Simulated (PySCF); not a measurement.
# TaFCl: quartet, from a linear start

Where does quartet TaFCl go from a linear start, is the end point a minimum, and what are its modes, charges and moments?

The runs use PySCF 2.14.0; PBE0, basis Ta def2-TZVP with ECP60, F def2-TZVP, Cl def2-TZVP, scalar-relativistic core potentials, no spin–orbit coupling, density fitting.

## 1. Starting geometry

3 atoms, charge 0, spin multiplicity 4.

Bond lengths: Ta1–F2 2.100 Å, Ta1–Cl3 2.450 Å. Angles: F2–Ta1–Cl3 180.0°.

Coordinates in bohr (charge 0 multiplicity 4):
```
Ta    0.0000    0.0000    0.0000
F     0.0000    0.0000   -3.9684
Cl    0.0000    0.0000    4.6298
```

## 2. The SCF at the typed geometry

The steps below are one call of a driver around PySCF. For each, scf.py gives the equivalent set-up of the SCF; relaxations use the driver's own optimiser. After this first run the driver tries any further starts and a stability analysis.

The input, scf.py:

```python
from pyscf import gto, scf, dft
mol = gto.M(atom='''
Ta     0.000000     0.000000     0.000000
F      0.000000     0.000000    -2.100000
Cl     0.000000     0.000000     2.450000''',
    basis={'Ta': 'def2-TZVP', 'F': 'def2-TZVP', 'Cl': 'def2-TZVP'},
    ecp={'Ta': 'def2-TZVP'},
    charge=0, spin=3)
mf = dft.UKS(mol, xc='PBE0')
mf.grids.atom_grid = (50, 194)
aux = {'Ta': 'def2-universal-JKFIT', 'F': 'def2-universal-JKFIT', 'Cl': 'def2-universal-JKFIT'}
mf = mf.density_fit(auxbasis=aux)
mf.conv_tol = 1e-08
mf.diis_space = 10
mf.max_cycle = 60
mf.init_guess = 'minao'
mf.verbose = 4
mf.kernel()
```

Launch:

```console
$ OMP_NUM_THREADS=4 python axn.py task.json out
```

Standard output:

```text
init E= -598.163738316284
[... the frontier-level lines of each cycle are left out ...]
cycle= 1 E= -616.794116414946  delta_E= -18.6  |g|= 0.48  |ddm|= 3.62
cycle= 2 E= -616.657095355924  delta_E= 0.137  |g|= 0.812  |ddm|= 0.823
cycle= 3 E= -616.87616421055  delta_E= -0.219  |g|= 0.162  |ddm|= 0.428
cycle= 4 E= -616.885956430951  delta_E= -0.00979  |g|= 0.0665  |ddm|= 0.207
cycle= 5 E= -616.888233847657  delta_E= -0.00228  |g|= 0.0199  |ddm|= 0.0652
cycle= 6 E= -616.888417062396  delta_E= -0.000183  |g|= 0.00207  |ddm|= 0.0176
cycle= 7 E= -616.888421611755  delta_E= -4.55e-06  |g|= 0.00101  |ddm|= 0.00318
cycle= 8 E= -616.888422814893  delta_E= -1.2e-06  |g|= 0.000361  |ddm|= 0.00169
cycle= 9 E= -616.888422987872  delta_E= -1.73e-07  |g|= 8.93e-05  |ddm|= 0.000696
cycle= 10 E= -616.888422996579  delta_E= -8.71e-09  |g|= 2.52e-05  |ddm|= 0.000171
Extra cycle  E= -616.888422996821  delta_E= -2.42e-10  |g|= 2.3e-05  |ddm|= 3.93e-05
converged SCF energy = -616.888422996821  <S^2> = 3.7609812  2S+1 = 4.0054869
```

This step, with its further starts and checks, ran for 14 s (4 threads of Arm Neoverse V1, shared host).

The starts that the driver tried:

```csv
start,energy (Eh)
the minimal-basis guess,-616.888423
a thermally smeared density,-616.888423
a smeared PBE density,-616.888423
```

The test of internal stability and the other starts found no lower solution of this spin.

## 3. Linear start, quartet: relaxation

The program finds C∞v symmetry in the start, which this walk keeps. Threshold on the gradient: 0.0003 Eh/bohr, with a further test on the energy change.

scf.py, as its differences from that of step 2:

```diff
@@ -3,3 +3,3 @@
-Ta     0.000000     0.000000     0.000000
-F      0.000000     0.000000    -2.100000
-Cl     0.000000     0.000000     2.450000''',
+Ta     0.000000     0.000000    -0.194866
+F      0.000000     0.000000    -2.294866
+Cl     0.000000     0.000000     2.255134''',
@@ -16 +15,0 @@
-mf.init_guess = 'minao'
```

The optimiser's trace:

```csv
step,energy (Eh),change (kJ/mol),largest symmetric gradient (Eh/bohr)
0,-616.888423,0.00,0.07504
1,-616.911641,-60.96,0.03036
2,-616.912898,-64.26,0.02997
3,-616.914219,-67.73,0.00367
4,-616.914246,-67.80,0.00043
5,-616.914246,-67.80,0.00001
```

The walk took 13 s.

Geometry (Å) and forces (eV/Å) at some steps:

```
step 0
Ta   0.000   0.000  -0.195   0.000   0.000  -1.716
F    0.000   0.000  -2.295   0.000   0.000   3.859
Cl   0.000   0.000   2.255   0.000   0.000  -2.143
step 1
Ta   0.000   0.000  -0.218   0.000   0.000  -0.709
F    0.000   0.000  -2.152   0.000   0.000   1.561
Cl   0.000   0.000   2.135   0.000   0.000  -0.852
step 3
Ta   0.000   0.000  -0.221   0.000   0.000  -0.121
F    0.000   0.000  -2.101   0.000   0.000   0.189
Cl   0.000   0.000   2.088   0.000   0.000  -0.067
step 5
Ta   0.000   0.000  -0.222   0.000   0.000   0.000
F    0.000   0.000  -2.096   0.000   0.000   0.000
Cl   0.000   0.000   2.083   0.000   0.000   0.000
```

After 5 steps and 67.8 kJ/mol it ends at C∞v: Ta–Cl 2.306 Å, Ta–F 1.873 Å; Cl–Ta–F 180.0°.

## 4. Vibrations and properties at this point

The point is checked on the finer grid, and tightened if its gradient asks for it. The Hessian and the dipole derivatives come from central differences of analytic gradients, with steps of 0.02 bohr.

scf.py, as its differences from that of step 3:

```diff
@@ -3,3 +3,3 @@
-Ta     0.000000     0.000000    -0.194866
-F      0.000000     0.000000    -2.294866
-Cl     0.000000     0.000000     2.255134''',
+Ta     0.000000    -0.000000    -0.191628
+F      0.000000     0.000000    -2.065399
+Cl    -0.000000     0.000000     2.114238''',
@@ -10 +10 @@
-mf.grids.atom_grid = (50, 194)
+mf.grids.atom_grid = (75, 302)
@@ -13 +13 @@
-mf.conv_tol = 1e-08
+mf.conv_tol = 1e-10
```

The driver hands on the density of the step before, so the log starts near convergence.

Log of the central SCF (cycles and frontier levels):

```text
init E= -616.914331374388
[... the frontier-level lines of each cycle are left out ...]
cycle= 1 E= -616.914331374388  delta_E= 1.14e-13  |g|= 8.51e-07  |ddm|= 1.2e-06
Extra cycle  E= -616.914331374387  delta_E= 9.09e-13  |g|= 1.11e-06  |ddm|= 1.52e-06
converged SCF energy = -616.914331374387  <S^2> = 3.7592854  2S+1 = 4.00464
```

The whole step took 34 s.

Geometry: C∞v; Ta–Cl 2.306 Å, Ta–F 1.874 Å; Cl–Ta–F 180.0°.

Modes, for the most abundant isotopes:

| symmetry | ω (cm⁻¹) | IR (km/mol) | type |
| --- | --- | --- | --- |
| π | 26 | 5.6 | bend |
| σ+ | 384 | 57.7 | stretch |
| σ+ | 663 | 146 | stretch |

Every mode is real; the point is a minimum.

Constants and moments:

```
Dipole moment                                                   : 0.19 D
Highest occupied level                                          : -6.11 eV
Lowest empty level                                              : -2.68 eV
Rotational constants                                            : 0.06909 cm⁻¹
Zero-point energy                                               : 6.6 kJ/mol
Principal polarisabilities                                      : 55.4, 55.4, 59.0 bohr³
Atomisation energy without zero-point energy                    : 1098 kJ/mol
Principal traceless quadrupole moments about the centre of mass : -9.04, 4.52, 4.52 D Å
Entropy at 298.15 K and 1 bar (electronic part: spin only)      : 320.3 J/(mol K)
Heat capacity Cp at 298.15 K                                    : 55.8 J/(mol K)
Enthalpy at 298.15 K above 0 K                                  : 14.52 kJ/mol
Rotational symmetry number                                      : 1
Spin squared ⟨S²⟩                                               : 3.759
```

Charges (e) and bond orders:

```csv
atom,Mulliken,Löwdin,polar tensor,spin (Mulliken),Mayer order to Ta1
Ta1,0.79,0.24,1.14,3.12,–
F2,-0.42,-0.25,-0.63,-0.04,0.99
Cl3,-0.37,0.01,-0.51,-0.08,1.12
```

Mulliken populations on Ta1 (outside its core potential): s 2.79, p 6.22, d 3.13, f 0.08.

## 5. Summary of results

| quantity | value |
| --- | --- |
| minimum | quartet, C∞v |
| geometry | Ta–Cl 2.306 Å, Ta–F 1.874 Å; Cl–Ta–F 180.0° |
| wavenumbers (cm⁻¹) | 26 (π), 384 (σ+), 663 (σ+) |
| dipole moment | 0.19 D |
| highest occupied, lowest empty level (either spin) | -6.11, -2.68 eV |
| polar-tensor charge of Ta1 | +1.14 e |
| zero-point energy | 6.6 kJ/mol |
| entropy at 298.15 K | 320.3 J/(mol K) |
| atomisation energy (no zero-point energy) | 1098 kJ/mol |
| ⟨S²⟩ | 3.759 |

**Reading.** The molecule stays C∞v, as typed, and the end point is a minimum. In the infrared the band at 663 cm⁻¹ (σ+, stretch) leads. Most of the spin sits on Ta1 (Mulliken spin 3.12, against 3 for the whole molecule). Other starts or spin states, not run here, may lie lower. One determinant may miss the lowest occupation of an open d or f shell. Spin–orbit coupling, left out here, can matter for elements this heavy.

The search up to here took 62 s.
